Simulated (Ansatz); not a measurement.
# BrH4NSn: the cost of one run

Program: Ansatz 0.2.0, Gaussian basis. Level of theory: the settings change from run to run. These are calculated values, not measurements.

## (1) The relaxed structure

The geometry comes from an earlier relaxation with PBE0-D4 in a triple-zeta def2 set; it is a stationary point, not always the lowest conformer. Sn takes a core potential in def2 sets; no spin-orbit term is included.

7 atoms, charge 0, spin multiplicity 1.

Atoms are counted from 1 here; the program's logs count them from 0.

Bond lengths: N1–Sn2 2.004 Å, N1–H4 1.009 Å, N1–H5 1.009 Å, Sn2–Br3 2.486 Å, Sn2–H6 1.701 Å, Sn2–H7 1.701 Å. Angles: Sn2–N1–H4 116.2°, Sn2–N1–H5 116.2°, H4–N1–H5 109.9°, N1–Sn2–Br3 106.9°, N1–Sn2–H6 110.6°, N1–Sn2–H7 110.7°, Br3–Sn2–H6 105.7°, Br3–Sn2–H7 105.7°, H6–Sn2–H7 116.5°.

## (2) PBE-QIDH/def2-mTZVPP

This run has a point charge of 0.50 e beside it.

File in.yaml:

```yaml
crystal:
  periodic: [false, false, false]
  atoms:
    - {symbol: N, position_ang: [-1.053210, 0.006584, -0.745168]}
    - {symbol: Sn, position_ang: [0.608289, 0.043118, 0.375352]}
    - {symbol: Br, position_ang: [0.666640, -2.089298, 1.652003]}
    - {symbol: H, position_ang: [-1.757551, 0.692897, -0.518800]}
    - {symbol: H, position_ang: [-0.915986, -0.027697, -1.744324]}
    - {symbol: H, position_ang: [0.516171, 1.277187, 1.542328]}
    - {symbol: H, position_ang: [1.996946, 0.029209, -0.606992]}
basis:
  gaussian: {orbitals: def2-mTZVPP, point_charges: [{charge: 0.50, position_ang: [6.652, -0.059, -0.248]}]}
hamiltonian: {xc: {name: PBE-QIDH}}
output: {forces: true}
```

Started as:

```bash
> ansatz run in.yaml --threads 2 --pin off --events-out ev --progress --plain --max-ram 4352MiB
```

What time and memory should one allow on 2 threads of Intel Xeon Platinum 8488C, shared host?

About 6 s, with a peak of 0.32 GiB.
